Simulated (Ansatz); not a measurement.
BH₃OSi, SMILES B1O[SiH2]1, the interaction energy of a dimer with the counterpoise correction

With Ansatz 0.2.0 through its Python package.

Run as a notebook:

```python
import ansatz as az
```

```python
BASIS = 'cc-pVDZ'
XC = 'r2scan'
```

```python
FIRST = [
    ('B', (-0.8368, -0.6977, -0.5489)),
    ('O', (0.3598, -1.1302, 0.0475)),
    ('Si', (0.491, 0.5317, 0.1934)),
    ('H', (-1.9921, -0.6489, -0.5827)),
    ('H', (1.5487, 1.0322, -0.736)),
    ('H', (0.4295, 0.913, 1.6268)),
]
SECOND = [
    ('B', (5.2094, -0.7054, -0.9761)),
    ('O', (4.2488, 0.098, -0.3387)),
    ('Si', (3.3567, -0.5685, -1.5878)),
    ('H', (5.9518, -1.5926, -0.9725)),
    ('H', (3.0515, 0.4864, -2.6012)),
    ('H', (2.3229, -1.4778, -1.0326)),
]

def energy(atoms, ghosts=()):
    molecule = az.Crystal.molecule()
    for symbol, xyz in atoms:
        molecule = molecule.atom(symbol, xyz)
    calc = molecule.calculation().basis(gaussian=BASIS).functional(XC)
    deck = calc.input()
    if ghosts:
        deck = deck.set(az.key.basis.gaussian.ghost_atoms, [{'symbol': s, 'position_ang': list(xyz)} for s, xyz in ghosts])
    return az.Session.from_dict(deck).plan().execute().report['free_energy_ev']
```

```python
both = energy(FIRST + SECOND)
alone = energy(FIRST) + energy(SECOND)
ghosted = energy(FIRST, SECOND) + energy(SECOND, FIRST)
print(f'dimer {both:.6f} eV')
print(f'interaction, uncorrected   {96.485332 * (both - alone):8.3f} kJ/mol')
print(f'interaction, counterpoise  {96.485332 * (both - ghosted):8.3f} kJ/mol')
print(f'basis-set superposition    {96.485332 * (alone - ghosted):8.3f} kJ/mol')
```

    dimer -21292.736542 eV
    interaction, uncorrected      5.323 kJ/mol
    interaction, counterpoise     9.658 kJ/mol
    basis-set superposition       4.335 kJ/mol

Uncorrected it is 5.323 kJ/mol, with the counterpoise correction 9.658 kJ/mol; the difference, 4.33 kJ/mol, is the superposition error. In this basis both values are repulsive.

Caveats:
- Total energies depend on the basis set; only differences at equal settings carry meaning.
- The dimer is a generated trial pose of unrelaxed monomers, not a minimum, so the figure is no binding energy, and the basis set is small.
- This level lacks the dispersion part of the attraction (electrostatics and induction are there), which can decide the sign where the interaction is weak.
- Wall time of the script: 12 s on 1 thread of Intel(R) Xeon(R) Processor @ 2.30GHz, with other jobs on the host, peak memory 0.28 GiB.
